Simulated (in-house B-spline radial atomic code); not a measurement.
# Sn⁴⁸⁺: isotopes

What do the measured radii and masses of the isotopes do to the energy of Sn⁴⁸⁺?

The numbers are computed with in-house B-spline radial atomic code version 1 (Dirac-Hartree-Fock, average of configuration, Fermi nucleus, basis-set limit), except any that are marked as measured or tabulated.

### Step 1. The atom as given

| Quantity | Value |
| --- | --- |
| element | tin (Z = 50) |
| charge | +48 |
| electrons | 2 |
| configuration | 1s2 |
| Hamiltonian | Dirac-Coulomb |
| nucleus | Fermi, rms radius 4.561 fm |

The run's settings:

```ini
Z = 50
electrons = 2.0
configuration = 1s2
hamiltonian = dirac
method = hf
spin_polarised = False
nucleus = fermi
rms_radius = 4.5605
mass_number = 108
atomic_mass = 107.91189429
speed_of_light = 137.035999084
```

The reference is known from an earlier run: -2556.316054 hartree (electron-nucleus part -5332.9096, recoil term 0.01299526) in all. Up to eight levels, counted from the top:

| orbital | occupation | energy (eV) | <r> (bohr) |
| --- | --- | --- | --- |
| 1s1/2 | 2 | -34335.9 | 0.02885 |

### Step 2. Mass number 117

The run's settings:

```ini
Z = 50
electrons = 2.0
configuration = 1s2
hamiltonian = dirac
method = hf
spin_polarised = False
nucleus = fermi
rms_radius = 4.6302
mass_number = 117
atomic_mass = 116.902954036
speed_of_light = 137.035999084
```

### Step 3. Mass number 118

The run's settings:

```ini
Z = 50
electrons = 2.0
configuration = 1s2
hamiltonian = dirac
method = hf
spin_polarised = False
nucleus = fermi
rms_radius = 4.6393
mass_number = 118
atomic_mass = 117.90160663
speed_of_light = 137.035999084
```

### Step 4. Mass number 119

The run's settings:

```ini
Z = 50
electrons = 2.0
configuration = 1s2
hamiltonian = dirac
method = hf
spin_polarised = False
nucleus = fermi
rms_radius = 4.6438
mass_number = 119
atomic_mass = 118.903311266
speed_of_light = 137.035999084
```

### Step 5. Mass number 120

The run's settings:

```ini
Z = 50
electrons = 2.0
configuration = 1s2
hamiltonian = dirac
method = hf
spin_polarised = False
nucleus = fermi
rms_radius = 4.6519
mass_number = 120
atomic_mass = 119.902202557
speed_of_light = 137.035999084
```

### Step 6. Mass number 121

The run's settings:

```ini
Z = 50
electrons = 2.0
configuration = 1s2
hamiltonian = dirac
method = hf
spin_polarised = False
nucleus = fermi
rms_radius = 4.6566
mass_number = 121
atomic_mass = 120.904243488
speed_of_light = 137.035999084
```

### Step 7. Mass number 122

The run's settings:

```ini
Z = 50
electrons = 2.0
configuration = 1s2
hamiltonian = dirac
method = hf
spin_polarised = False
nucleus = fermi
rms_radius = 4.6634
mass_number = 122
atomic_mass = 121.903445494
speed_of_light = 137.035999084
```

### Step 8. Mass number 123

The run's settings:

```ini
Z = 50
electrons = 2.0
configuration = 1s2
hamiltonian = dirac
method = hf
spin_polarised = False
nucleus = fermi
rms_radius = 4.6665
mass_number = 123
atomic_mass = 122.905727065
speed_of_light = 137.035999084
```

### Step 9. Mass number 124

The run's settings:

```ini
Z = 50
electrons = 2.0
configuration = 1s2
hamiltonian = dirac
method = hf
spin_polarised = False
nucleus = fermi
rms_radius = 4.6735
mass_number = 124
atomic_mass = 123.905279619
speed_of_light = 137.035999084
```

**Question.** By how much, and in which direction, does each change move the total energy and the levels?

**Answer**, as computed:

All values are changes from the reference run; energy changes under 6e-05 eV count as noise.

| change | rms radius (fm) | δ<r²> (fm²) | Δ total energy (eV) | Δ recoil term, not in the total or the levels (eV) | Δ 1s1/2 level (eV) |
| --- | --- | --- | --- | --- | --- |
| mass number 117 | 4.6302 | +0.641 | +0.1061 | -0.0272 | +0.05226 |
| mass number 118 | 4.6393 | +0.725 | +0.1201 | -0.02996 | +0.05914 |
| mass number 119 | 4.6438 | +0.767 | +0.127 | -0.03269 | +0.06254 |
| mass number 120 | 4.6519 | +0.842 | +0.1394 | -0.03536 | +0.06867 |
| mass number 121 | 4.6566 | +0.886 | +0.1466 | -0.038 | +0.07224 |
| mass number 122 | 4.6634 | +0.949 | +0.1571 | -0.04059 | +0.0774 |
| mass number 123 | 4.6665 | +0.978 | +0.1619 | -0.04314 | +0.07975 |
| mass number 124 | 4.6735 | +1.043 | +0.1727 | -0.04564 | +0.08507 |

What this shows: The total energy moves by 166 meV for each fm² of δ<r²> (from mass number 124): a larger nucleus binds the s electrons less. For that pair the recoil (mass) term changes by 0.046 eV against 0.17 eV from size, so size rules the shift. The recoil term is approximate.
